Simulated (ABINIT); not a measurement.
# SnTe3 (Fm-3m) in ABINIT: settings compared, part 2 of 2

ABINIT 10.8.3 (patched build). The steps go on from the part before.

## 5. Band structure, PBE

File run.abi:

```
# Datasets: ground state, then fixed potential
ndtset 2

# Pseudopotentials
pp_dirpath "./"
pseudos "Te.GGA_PBE-JTH.xml, Sn.GGA_PBE-JTH.xml"

# Structure
acell 10.319016323 10.319016323 10.319016323
rprim
     0.0000000000     0.7071067812     0.7071067812
     0.7071067812     0.0000000000     0.7071067812
     0.7071067812     0.7071067812     0.0000000000
ntypat 2
znucl 52 50
natom 4
typat 1 1 1 2
xred
     0.5000000000     0.5000000000     0.5000000000
     0.7500000000     0.7500000000     0.7500000000
     0.2500000000     0.2500000000     0.2500000000
     0.0000000000     0.0000000000     0.0000000000

# Plane-wave basis
ecut 22.0
pawecutdg 44.0
pawxcdev 0

# Exchange and correlation
ixc 11

# Bands and occupations
occopt 3
tsmear 0.00183747

# SCF cycle
nstep 100

# Output
iomode 3
prtwf 0
prteig 0
prtebands 0
enunit 1
prtden1 1
prtvha1 1
prtvclmb1 1
prtpot1 1

# Dataset 1
kptopt1 1
ngkpt1 6 6 6
nshiftk1 1
shiftk1 0.0 0.0 0.0
nband1 20
tolvrs1 1.0e-9

# Dataset 2: bands along G-X-W-K-G-L-U-W-L-K
iscf2 -2
getden2 1
nband2 26
nbdbuf2 4
tolwfr2 1.0e-11
kptopt2 -9
ndivsm2 6
prteig2 1
prtvol2 -3
kptbounds2
     0.0000000000     0.0000000000     0.0000000000
     0.5000000000     0.0000000000     0.5000000000
     0.5000000000     0.2500000000     0.7500000000
     0.3750000000     0.3750000000     0.7500000000
     0.0000000000     0.0000000000     0.0000000000
     0.5000000000     0.5000000000     0.5000000000
     0.6250000000     0.2500000000     0.6250000000
     0.5000000000     0.2500000000     0.7500000000
     0.5000000000     0.5000000000     0.5000000000
     0.3750000000     0.3750000000     0.7500000000
```

Command:

```bash
> mpirun --bind-to none -np 4 abinit run.abi > log 2>&1
```

Run time: 87 s. Hardware: 4 MPI ranks of Arm Neoverse V1, shared host; peak memory 0.76 GiB.

Results (log left out):

```
Free energy                                           : -2575.6590 eV
Pressure                                              : 0.2 GPa
Band gap on the k mesh                                : none (metal or under the smearing width)
Valence electrons inside the program's atomic spheres : Te 2.99, 3.06; Sn 11.75
```

Levels at the corners of the path, in eV from the Fermi level:
| point | band 12 | band 13 | band 14 | band 15 | band 16 | band 17 | band 18 | band 19 | band 20 | band 21 |
| --- | --- | --- | --- | --- | --- | --- | --- | --- | --- | --- |
| Γ | -3.31 | -3.30 | -3.30 | -3.30 | -1.82 | -1.82 | -1.82 | 3.12 | 3.12 | 4.10 |
| X | -1.55 | -0.94 | -0.58 | -0.58 | 0.06 | 0.17 | 0.17 | 2.18 | 3.37 | 3.37 |
| W | -3.69 | -3.57 | -0.34 | -0.24 | 0.28 | 0.28 | 1.34 | 2.46 | 2.46 | 2.65 |
| K | -2.96 | -2.42 | -1.21 | -0.43 | -0.29 | 0.62 | 1.09 | 2.55 | 2.91 | 3.27 |
| Γ | -3.31 | -3.30 | -3.30 | -3.30 | -1.82 | -1.82 | -1.82 | 3.12 | 3.12 | 4.10 |
| L | -3.42 | -3.42 | -2.01 | -1.93 | 0.40 | 0.40 | 1.28 | 1.83 | 1.83 | 3.36 |
| U | -2.96 | -2.42 | -1.21 | -0.43 | -0.29 | 0.62 | 1.09 | 2.55 | 2.91 | 3.27 |
| W | -3.69 | -3.57 | -0.34 | -0.24 | 0.28 | 0.28 | 1.34 | 2.46 | 2.46 | 2.65 |
| L | -3.42 | -3.42 | -2.01 | -1.93 | 0.40 | 0.40 | 1.28 | 1.83 | 1.83 | 3.36 |
| K | -2.96 | -2.42 | -1.21 | -0.43 | -0.29 | 0.62 | 1.09 | 2.55 | 2.91 | 3.27 |

Caveat: spin-orbit coupling is left out, which moves the levels of the heavy elements.

## 6. Band structure, TB-mBJ

Edit run.abi of step 5 so:

```diff
@@ -5,3 +5,3 @@
 pp_dirpath "./"
-pseudos "Te.GGA_PBE-JTH.xml, Sn.GGA_PBE-JTH.xml"
+pseudos "Te.LDA_PW-JTH.xml, Sn.LDA_PW-JTH.xml"
 
@@ -24,8 +24,9 @@
 # Plane-wave basis
-ecut 22.0
-pawecutdg 44.0
-pawxcdev 0
+ecut 26.0
+pawecutdg 48.0
 
 # Exchange and correlation
-ixc 11
+ixc -208012
+usekden 1
+pawxcdev 0
 
@@ -37,2 +38,5 @@
 nstep 100
+diemix 0.3
+optforces 0
+optstress 0
 
@@ -45,2 +49,3 @@
 prtden1 1
+prtkden1 1
 prtvha1 1
@@ -55,3 +60,3 @@
 nband1 20
-tolvrs1 1.0e-9
+tolvrs1 1.0e-7
 
@@ -60,2 +65,3 @@
 getden2 1
+getkden2 1
 nband2 26
```

Potentials or basis: JTH PAW LDA v2.0.

Command:

```bash
> mpirun --bind-to none -np 4 abinit run.abi > log 2>&1
```

run.abo:

```text
.Version 10.8.3 of ABINIT
 DATASET    1 : space group Fm -3 m (#225); Bravais cF (face-center cubic)
================================================================================
 Values of the parameters that define the memory need for DATASET  1.
     intxc =       0    ionmov =       0      iscf =       7    lmnmax =      18
     lnmax =       6     mgfft =      48  mpssoang =       3    mqgrid =    3001
     natom =       4  nloc_mem =       2    nspden =       1   nspinor =       1
    nsppol =       1      nsym =      48    n1xccc =       1    ntypat =       2
    occopt =       3   xclevel =       2
       mpw =        4944          nfft =      110592          nkpt =          16
Pmy_natom=         1
 PAW method is used; the additional fine FFT grid is defined by:
   mgfftf=        72    nfftf =    373248
================================================================================
================================================================================

 DATASET    2 : space group Fm -3 m (#225); Bravais cF (face-center cubic)
================================================================================
 Values of the parameters that define the memory need for DATASET  2.
     intxc =       0    ionmov =       0      iscf =      -2    lmnmax =      18
     lnmax =       6     mgfft =      48  mpssoang =       3    mqgrid =    3001
     natom =       4  nloc_mem =       2    nspden =       1   nspinor =       1
    nsppol =       1      nsym =      48    n1xccc =       1    ntypat =       2
    occopt =       3   xclevel =       2
       mpw =        4951          nfft =      110592          nkpt =         103
Pmy_natom=         1
 PAW method is used; the additional fine FFT grid is defined by:
   mgfftf=        72    nfftf =    373248
================================================================================
================================================================================

--------------------------------------------------------------------------------
------------- Echo of variables that govern the present computation ------------
--------------------------------------------------------------------------------
 -outvars: echo values of preprocessed input variables --------
            acell      1.0319016323E+01  1.0319016323E+01  1.0319016323E+01 Bohr
              amu      1.27600000E+02  1.18710000E+02
           diemix      3.00000000E-01
             ecut      2.60000000E+01 Hartree
           enunit           1
           getden1          0
           getden2          1
          getkden1          0
          getkden2          1
             iscf1          7
             iscf2         -2
              ixc     -208012
           jdtset        1    2
           kptopt1          1
           kptopt2         -9
         kptrlatt        6    0    0      0    6    0      0    0    6
          kptrlen1     6.19140979E+01
          kptrlen2     3.00000000E+01
            natom           4
            nband1         20
            nband2         26
           nbdbuf1          0
           nbdbuf2          4
           ndtset           2
           ndivsm1          0
           ndivsm2          6
            ngfft          48      48      48
          ngfftdg          72      72      72
             nkpt1         16
             nkpt2        103
            nstep         100
             nsym          48
           ntypat           2
[... 1339 lines left out ...]

--- !ResultsGS
iteration_state: {dtset: 2, }
comment   : Summary of ground state results
lattice_vectors:
- [  0.0000000,   7.2966464,   7.2966464, ]
- [  7.2966464,   0.0000000,   7.2966464, ]
- [  7.2966464,   7.2966464,   0.0000000, ]
lattice_lengths: [  10.31902,   10.31902,   10.31902, ]
lattice_angles: [ 60.000,  60.000,  60.000, ] # degrees, (23, 13, 12)
lattice_volume:   7.7696222E+02
convergence: {deltae:  0.000E+00, res2:  0.000E+00, residm:  9.992E-12, diffor:  0.000E+00, }
etotal    :  -7.49637073E+01
entropy   :   0.00000000E+00
fermie    :  -1.54115889E-01
cartesian_stress_tensor: null
pressure_GPa: null
xred      :
- [  5.0000E-01,   5.0000E-01,   5.0000E-01, Te]
- [  7.5000E-01,   7.5000E-01,   7.5000E-01, Te]
- [  2.5000E-01,   2.5000E-01,   2.5000E-01, Te]
- [  0.0000E+00,   0.0000E+00,   0.0000E+00, Sn]
cartesian_forces: null
force_length_stats: {min: null, max: null, mean: null, }
...

 Integrated electronic density in atomic spheres:
 ------------------------------------------------
 Atom  Sphere_radius  Integrated_density
    1        2.31107          2.99343945
    2        2.31107          3.07167143
    3        2.31107          3.07167143
    4        2.51086         11.72509927

================================================================================

 ----iterations are completed or convergence reached----

 Mean square residual over all n,k,spin=   66.811E-13; max=  99.924E-13
 reduced coordinates (array xred) for    4 atoms
       0.500000000000      0.500000000000      0.500000000000
       0.750000000000      0.750000000000      0.750000000000
       0.250000000000      0.250000000000      0.250000000000
       0.000000000000      0.000000000000      0.000000000000

 cartesian coordinates (angstrom) at end:
    1      3.86121899743628     3.86121899743628     3.86121899743628
    2      5.79182849615442     5.79182849615442     5.79182849615442
    3      1.93060949871814     1.93060949871814     1.93060949871814
    4      0.00000000000000     0.00000000000000     0.00000000000000
 length scales= 10.319016323000 10.319016323000 10.319016323000 bohr
              =  5.460588273363  5.460588273363  5.460588273363 angstroms
 Eigenvalues (   eV  ) for nkpt= 103  k points:
 kpt#   1, nband= 26, wtk=  1.00000, kpt=  0.0000  0.0000  0.0000 (reduced coord)
 -26.44352  -26.44352  -26.44352  -26.43693  -26.43693  -17.65117  -14.37909  -13.73829
  -9.43327   -7.50216   -7.50216   -7.50216   -7.48073   -7.48073   -7.48073   -5.95288
  -5.95288   -5.95288   -0.78635   -0.78635   -0.01780   -0.01780   -0.01780    6.67533
   6.67535    6.68767
 kpt#   2, nband= 26, wtk=  1.00000, kpt=  0.0294  0.0000  0.0294 (reduced coord)
 -26.44338  -26.44335  -26.44335  -26.43690  -26.43689  -17.64395  -14.38495  -13.74799
  -9.45637   -7.70606   -7.70606   -7.49409   -7.45988   -7.28842   -7.28842   -5.93986
  -5.91853   -5.91853   -0.77800   -0.73971   -0.05509   -0.04057   -0.04057    6.64666
   6.66364    6.71541
 kpt#   3, nband= 26, wtk=  1.00000, kpt=  0.0588  0.0000  0.0588 (reduced coord)
 -26.44345  -26.44339  -26.44339  -26.43700  -26.43688  -17.62233  -14.40219  -13.77686
  -9.52422   -7.92413   -7.92413   -7.47098   -7.39778   -7.10460   -7.10460   -5.89858
  -5.81624   -5.81624   -0.75295   -0.61950   -0.14544   -0.10795   -0.10795    6.57447
   6.60287    6.71313
 kpt#   4, nband= 26, wtk=  1.00000, kpt=  0.0882  0.0000  0.0882 (reduced coord)
 -26.44359  -26.44332  -26.44332  -26.43687  -26.43682  -17.58638  -14.42988  -13.82423
[... 484 lines left out ...]
 -26.44408  -26.44301  -26.44234  -26.43706  -26.43666  -16.08098  -15.52851  -15.02040
 -11.72369   -9.33912   -7.71018   -7.60550   -6.68445   -5.81620   -4.94575   -4.58777
  -3.52473   -3.16802   -1.31718   -0.94193   -0.92557    2.68517    2.86339    3.40442
   3.48941    3.80090
 kpt# 102, nband= 26, wtk=  1.00000, kpt=  0.3875  0.3875  0.7250 (reduced coord)
 -26.44412  -26.44287  -26.44227  -26.43711  -26.43661  -15.98321  -15.55432  -15.09510
 -11.77785   -9.41977   -7.97754   -7.34312   -6.69214   -5.58896   -4.68425   -4.62825
  -3.54760   -3.14162   -1.39483   -1.03870   -0.81388    2.47546    2.75976    3.27722
   3.42349    3.60767
 kpt# 103, nband= 26, wtk=  1.00000, kpt=  0.3750  0.3750  0.7500 (reduced coord)
 -26.44432  -26.44282  -26.44221  -26.43723  -26.43657  -15.90619  -15.60353  -15.11915
 -11.80159   -9.48338   -8.23240   -7.13367   -6.60392   -5.43760   -4.58582   -4.54501
  -3.61940   -3.10012   -1.49043   -1.10904   -0.77378    2.35305    2.60023    3.16371
   3.29024    3.39496

== END DATASET(S) ==============================================================
================================================================================

 -outvars: echo values of variables after computation  --------
            acell      1.0319016323E+01  1.0319016323E+01  1.0319016323E+01 Bohr
           etotal1    -7.4963707335E+01
            fcart1     9.9999999999E+99  9.9999999999E+99  9.9999999999E+99
                       9.9999999999E+99  9.9999999999E+99  9.9999999999E+99
                       9.9999999999E+99  9.9999999999E+99  9.9999999999E+99
                       9.9999999999E+99  9.9999999999E+99  9.9999999999E+99
            rprim      0.0000000000E+00  7.0710678120E-01  7.0710678120E-01
                       7.0710678120E-01  0.0000000000E+00  7.0710678120E-01
                       7.0710678120E-01  7.0710678120E-01  0.0000000000E+00
           strten1     9.9999999999E+99  9.9999999999E+99  9.9999999999E+99
                       9.9999999999E+99  9.9999999999E+99  9.9999999999E+99
           xangst      3.8612189974E+00  3.8612189974E+00  3.8612189974E+00
                       5.7918284962E+00  5.7918284962E+00  5.7918284962E+00
                       1.9306094987E+00  1.9306094987E+00  1.9306094987E+00
                       0.0000000000E+00  0.0000000000E+00  0.0000000000E+00
             xred      5.0000000000E-01  5.0000000000E-01  5.0000000000E-01
                       7.5000000000E-01  7.5000000000E-01  7.5000000000E-01
                       2.5000000000E-01  2.5000000000E-01  2.5000000000E-01
                       0.0000000000E+00  0.0000000000E+00  0.0000000000E+00
 Calculation completed.
```

It took 8.4 min on 4 MPI ranks of Arm Neoverse V1, shared host; peak memory 1.2 GiB.

Results:

```
Band gap on the k mesh                                : none (metal or under the smearing width)
Valence electrons inside the program's atomic spheres : Te 2.99, 3.07; Sn 11.73
```

Levels at the corners of the path, in eV from the Fermi level:
| point | band 12 | band 13 | band 14 | band 15 | band 16 | band 17 | band 18 | band 19 | band 20 | band 21 |
| --- | --- | --- | --- | --- | --- | --- | --- | --- | --- | --- |
| Γ | -3.31 | -3.29 | -3.29 | -3.29 | -1.76 | -1.76 | -1.76 | 3.41 | 3.41 | 4.18 |
| X | -1.51 | -0.92 | -0.64 | -0.64 | -0.01 | 0.17 | 0.17 | 2.33 | 3.53 | 3.53 |
| W | -3.63 | -3.57 | -0.40 | -0.31 | 0.26 | 0.26 | 1.35 | 2.64 | 2.64 | 2.83 |
| K | -2.94 | -2.41 | -1.24 | -0.39 | -0.35 | 0.57 | 1.09 | 2.70 | 3.08 | 3.42 |
| Γ | -3.31 | -3.29 | -3.29 | -3.29 | -1.76 | -1.76 | -1.76 | 3.41 | 3.41 | 4.18 |
| L | -3.38 | -3.38 | -2.04 | -1.90 | 0.39 | 0.39 | 1.24 | 2.00 | 2.00 | 3.51 |
| U | -2.94 | -2.41 | -1.24 | -0.39 | -0.35 | 0.57 | 1.09 | 2.70 | 3.08 | 3.42 |
| W | -3.63 | -3.57 | -0.40 | -0.31 | 0.26 | 0.26 | 1.35 | 2.64 | 2.64 | 2.83 |
| L | -3.38 | -3.38 | -2.04 | -1.90 | 0.39 | 0.39 | 1.24 | 2.00 | 2.00 | 3.51 |
| K | -2.94 | -2.41 | -1.24 | -0.39 | -0.35 | 0.57 | 1.09 | 2.70 | 3.08 | 3.42 |

Caveat: the constant c of TB-mBJ comes from the pseudo density here, which moves gaps by up to 0.3 eV between sets of potentials; the PAW data sets were made with another functional, which shifts forces and pressure a little; spin-orbit coupling is left out, which moves the levels of the heavy elements.

## 7. Summary

```tsv
level	potentials or basis	cutoff (eV)	fine-grid cutoff	gap on the mesh (eV)	pressure (GPa)
PBEsol	PseudoDojo NC SR PBEsol v0.4.1 standard	1088	-	none	-2.7
LDA	JTH PAW LDA v2.0	599	1197.3 eV	none	-3.8
r2SCAN	JTH PAW PBE v2.0	707	1306.15 eV	none	-0.1
PBE	JTH PAW PBE v2.0	599	1197.3 eV	none	0.2
TB-mBJ	JTH PAW LDA v2.0	707	1306.15 eV	none	-
```

Alike in all rows: task band structure; no spin polarisation; cell as given; k mesh 6 × 6 × 6; smearing fermi-dirac 0.05 eV.

Caveats: spin-orbit coupling is left out, which moves the levels of the heavy elements; the PAW data sets were made with another functional, which shifts forces and pressure a little (some runs); totals of a meta-GGA on PAW files have another zero than those of a GGA (some runs); the constant c of TB-mBJ comes from the pseudo density here, which moves gaps by up to 0.3 eV between sets of potentials (some runs).

Total energies depend on the potentials used, so only differences within one code and one set of settings carry meaning.
